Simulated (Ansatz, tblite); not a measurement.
**C₃₆H₂₀O₉: a ladder of methods and basis sets**

How do method and basis change the picture of C₃₆H₂₀O₉ (singlet)?

Program: Ansatz 0.2.0, Gaussian basis. Level of theory: as each input shows. These are calculated values, not measurements.

Plan: GFN1-xTB, GFN2-xTB, PBE-D4/def2-SVP, r2SCAN-D4/def2-SVP.

1 further run of the same task is left out (set aside as unsound or not needed). Runs told in other sessions of the task aren't counted.

### Step 1. The geometry

The singlet was relaxed beforehand with PBE-D4/def2-SVP.

SMILES `c1coc(-c2ccc(-c3ccc(-c4ccc(-c5ccc(-c6ccc(-c7ccc(-c8ccc(-c9ccco9)o8)o7)o6)o5)o4)o3)o2)c1`, 65 atoms, charge 0, spin multiplicity 1.

Bond lengths: C1–C2 1.377 Å, C1–C45 1.429 Å, C1–H46 1.096 Å, C2–O3 1.362 Å, C2–H47 1.095 Å, O3–C4 1.369 Å, C4–C5 1.438 Å, C4–C45 1.389 Å, C5–C6 1.391 Å, C5–O44 1.368 Å, C6–C7 1.420 Å, C6–H48 1.095 Å, C7–C8 1.392 Å, C7–H49 1.095 Å, C8–C9 1.434 Å, C8–O44 1.369 Å, C9–C10 1.392 Å, C9–O43 1.369 Å and more. Angles: C2–C1–C45 106.2°, C2–C1–H46 126.6°, C45–C1–H46 127.3°, C1–C2–O3 110.5°, C1–C2–H47 133.8°, O3–C2–H47 115.7°, C2–O3–C4 107.3°, O3–C4–C5 117.9°, O3–C4–C45 109.8°, C5–C4–C45 132.3°, C4–C5–C6 132.3°, C4–C5–O44 117.9°, C6–C5–O44 109.8°, C5–C6–C7 106.5°, C5–C6–H48 126.2°, C7–C6–H48 127.4°, C6–C7–C8 106.4°, C6–C7–H49 127.4° and more.

PBE0-D4/def2-SVP was run before; its log isn't repeated, and its numbers join the tables.

### Step 2. GFN1-xTB

Tight binding, by tblite at 300 K electronic temperature and without a spin-polarisation term:

```python
tblite.interface.Calculator('GFN1-xTB', numbers, positions, charge=0, uhf=0).singlepoint()
```

Energy -3513.8256 eV, HOMO -10.16 eV, LUMO -8.48 eV; 0.23 s.

### Step 3. GFN2-xTB

Tight binding, by tblite at 300 K electronic temperature and without a spin-polarisation term:

```python
tblite.interface.Calculator('GFN2-xTB', numbers, positions, charge=0, uhf=0).singlepoint()
```

Energy -3370.7199 eV, HOMO -9.45 eV, LUMO -7.73 eV; 0.22 s.

### Step 4. PBE-D4/def2-SVP

start.molden holds the orbitals of an earlier run on this state, given as this run's starting guess.

File in.yaml:

```yaml
crystal:
  periodic: [false, false, false]
  atoms:
    - {symbol: C, position_ang: [13.563236, 0.330054, 0.572684]}
    - {symbol: C, position_ang: [12.490692, 0.645777, 1.376332]}
    - {symbol: O, position_ang: [11.318267, 0.380271, 0.734982]}
    - {symbol: C, position_ang: [11.633172, -0.115494, -0.501331]}
    - {symbol: C, position_ang: [10.551034, -0.475556, -1.377711]}
    - {symbol: C, position_ang: [10.524370, -0.994281, -2.667849]}
    - {symbol: C, position_ang: [9.154937, -1.143472, -3.013724]}
    - {symbol: C, position_ang: [8.421962, -0.705917, -1.914325]}
    - {symbol: C, position_ang: [7.012299, -0.615779, -1.666821]}
    - {symbol: C, position_ang: [5.900412, -0.932624, -2.442768]}
    - {symbol: C, position_ang: [4.757830, -0.626021, -1.656883]}
    - {symbol: C, position_ang: [5.237001, -0.139217, -0.445170]}
    - {symbol: C, position_ang: [4.592920, 0.331210, 0.741956]}
    - {symbol: C, position_ang: [5.080042, 0.819824, 1.949925]}
    - {symbol: C, position_ang: [3.943163, 1.128890, 2.741850]}
    - {symbol: C, position_ang: [2.825620, 0.811022, 1.973923]}
    - {symbol: C, position_ang: [1.420052, 0.904546, 2.236036]}
    - {symbol: C, position_ang: [0.703750, 1.342809, 3.347042]}
    - {symbol: C, position_ang: [-0.670981, 1.203200, 3.022710]}
    - {symbol: C, position_ang: [-0.717941, 0.686779, 1.731692]}
    - {symbol: C, position_ang: [-1.801262, 0.332623, 0.867814]}
    - {symbol: C, position_ang: [-1.861329, -0.186930, -0.420741]}
    - {symbol: C, position_ang: [-3.240857, -0.323294, -0.734920]}
    - {symbol: C, position_ang: [-3.944201, 0.122536, 0.378990]}
    - {symbol: C, position_ang: [-5.338579, 0.234164, 0.677939]}
    - {symbol: C, position_ang: [-6.030380, 0.681139, 1.798417]}
    - {symbol: C, position_ang: [-7.412527, 0.549530, 1.496433]}
    - {symbol: C, position_ang: [-7.484927, 0.031102, 0.208557]}
    - {symbol: C, position_ang: [-8.588556, -0.316188, -0.633776]}
    - {symbol: C, position_ang: [-8.682345, -0.834400, -1.920213]}
    - {symbol: C, position_ang: [-10.071193, -0.957558, -2.199694]}
    - {symbol: C, position_ang: [-10.744389, -0.507319, -1.069731]}
    - {symbol: C, position_ang: [-12.141333, -0.388010, -0.748357]}
    - {symbol: C, position_ang: [-13.298220, -0.676292, -1.459780]}
    - {symbol: C, position_ang: [-14.389200, -0.341302, -0.598721]}
    - {symbol: C, position_ang: [-13.827904, 0.123073, 0.569545]}
    - {symbol: O, position_ang: [-12.468255, 0.098004, 0.489375]}
    - {symbol: O, position_ang: [-9.840909, -0.117995, -0.117961]}
    - {symbol: O, position_ang: [-6.223572, -0.161416, -0.291627]}
    - {symbol: O, position_ang: [-3.068615, 0.521211, 1.355189]}
    - {symbol: O, position_ang: [0.552339, 0.505205, 1.253875]}
    - {symbol: O, position_ang: [3.223578, 0.325721, 0.756119]}
    - {symbol: O, position_ang: [6.605968, -0.132630, -0.452010]}
    - {symbol: O, position_ang: [9.273364, -0.301323, -0.922203]}
    - {symbol: C, position_ang: [13.012967, -0.165569, -0.649987]}
    - {symbol: H, position_ang: [14.623518, 0.439603, 0.826546]}
    - {symbol: H, position_ang: [12.396882, 1.052348, 2.388378]}
    - {symbol: H, position_ang: [11.395722, -1.236386, -3.285105]}
    - {symbol: H, position_ang: [8.744457, -1.524962, -3.954366]}
    - {symbol: H, position_ang: [5.918460, -1.338345, -3.459701]}
    - {symbol: H, position_ang: [3.703436, -0.740432, -1.927122]}
    - {symbol: H, position_ang: [6.136617, 0.933907, 2.212332]}
    - {symbol: H, position_ang: [3.931774, 1.537068, 3.757991]}
    - {symbol: H, position_ang: [1.131625, 1.719291, 4.281922]}
    - {symbol: H, position_ang: [-1.537283, 1.445601, 3.645881]}
    - {symbol: H, position_ang: [-0.999709, -0.434811, -1.048579]}
    - {symbol: H, position_ang: [-3.685460, -0.700231, -1.661299]}
    - {symbol: H, position_ang: [-5.576085, 1.055787, 2.720990]}
    - {symbol: H, position_ang: [-8.268816, 0.798869, 2.130956]}
    - {symbol: H, position_ang: [-7.840552, -1.090290, -2.571051]}
    - {symbol: H, position_ang: [-10.532968, -1.331936, -3.119255]}
    - {symbol: H, position_ang: [-13.350946, -1.078283, -2.477062]}
    - {symbol: H, position_ang: [-15.458874, -0.433201, -0.817001]}
    - {symbol: H, position_ang: [-14.241157, 0.493210, 1.513130]}
    - {symbol: H, position_ang: [13.557887, -0.516919, -1.532698]}
basis:
  gaussian: {orbitals: def2-SVP, fitting: {mean_field: def2-universal-jkfit}, initial_orbitals: start.molden}
hamiltonian: {xc: pbe, dispersion: d4}
scf: {omitted_lower_state_checks: [starts]}
output: {orbitals: {seedname: orbitals}}
```

Command:

```
ansatz run in.yaml --threads 2 --pin off --events-out ev --progress --plain --max-ram 22528MiB --backend cuda --devices 0, --max-vram 18GiB
```

The runs that follow: r2SCAN-D4/def2-SVP.

Q: Predict the results of all the runs planned. Wanted: gap in def2-SVP, named functionals, smallest and largest; binding an atom, functionals in def2-SVP.

As calculated:

| quantity | value |
| --- | --- |
| gap in def2-SVP, named functionals, smallest and largest | 1.58 eV (PBE-D4), 2.83 eV (PBE0-D4) |
| binding an atom, functionals in def2-SVP | 5.52 (r2SCAN-D4) to 5.76 eV (PBE-D4) |

Orbital gaps of the named functionals in def2-SVP span 1.58 eV (PBE-D4) to 2.83 eV (PBE0-D4); exact exchange widens it.
